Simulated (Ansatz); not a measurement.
# BrClF₂Ti: basis-set convergence

An exercise on one series of results from a longer session: the logs are not shown, and one member is left open.

Computed with Ansatz 0.2.0, Gaussian basis. Level: one geometry, several basis sets.

The runs, in order: PBE0-D4/def2-SVP; ωB97M-V/def2-SVP; PBE0-D4/def2-QZVPP; ωB97M-V/def2-QZVPP; the functionals' def2-TZVPP values are taken from earlier runs.

**The relaxed structure**

The geometry comes from an earlier relaxation with PBE0-D4 in a triple-zeta def2 set; it is a stationary point.

SMILES `[F][Ti]([F])([Cl])[Br]`, 5 atoms, charge 0, spin multiplicity 1.

Atoms are counted from 1 here; the program's logs count them from 0.

Bond lengths: F1–Ti2 1.733 Å, Ti2–F3 1.733 Å, Ti2–Cl4 2.169 Å, Ti2–Br5 2.326 Å. Angles: F1–Ti2–F3 109.2°, F1–Ti2–Cl4 109.6°, F1–Ti2–Br5 109.4°, F3–Ti2–Cl4 109.6°, F3–Ti2–Br5 109.4°, Cl4–Ti2–Br5 109.7°.

Set-up of the first run:

Contents of in.yaml:

```yaml
crystal:
  periodic: [false, false, false]
  atoms:
    - {symbol: F, position_ang: [-0.057267, -0.294264, 1.771856]}
    - {symbol: Ti, position_ang: [0.065835, -0.100039, 0.054066]}
    - {symbol: F, position_ang: [1.426030, -1.003281, -0.527057]}
    - {symbol: Cl, position_ang: [-1.746242, -0.827128, -0.890871]}
    - {symbol: Br, position_ang: [0.361545, 2.151013, -0.449394]}
basis:
  gaussian: {orbitals: def2-SVP}
hamiltonian: {xc: pbe0, dispersion: d4}
output: {orbitals: {seedname: orbitals}}
```

On the command line:

```console
ansatz run in.yaml --threads 4 --pin off --events-out ev --progress --plain --max-ram 10444MiB
```

Among the steps run: PBE0-D4 in def2-SVP; ωB97M-V in def2-SVP; PBE0-D4 in def2-QZVPP; ωB97M-V in def2-QZVPP.

One table of the session follows, with a row left open; its other results are not shown here.

It belongs to the step «Functionals by basis». 

| functional | basis | HOMO (eV) | LUMO (eV) |
| --- | --- | --- | --- |
| PBE0-D4 | def2-SVP | -9.25 | -3.72 |
| PBE0-D4 | def2-TZVPP | -9.31 | -3.61 |
| PBE0-D4 | def2-QZVPP | -9.31 | -3.61 |
| ωB97M-V | def2-SVP | -11.33 | -1.52 |
| ωB97M-V | def2-TZVPP | -11.45 | -1.46 |
| ωB97M-V | def2-QZVPP | ? | ? |

Estimate the missing values for ωB97M-V, def2-QZVPP.

**Answer.** HOMO (eV): -11.46; LUMO (eV): -1.47. In the column «HOMO (eV)» it is the lowest.
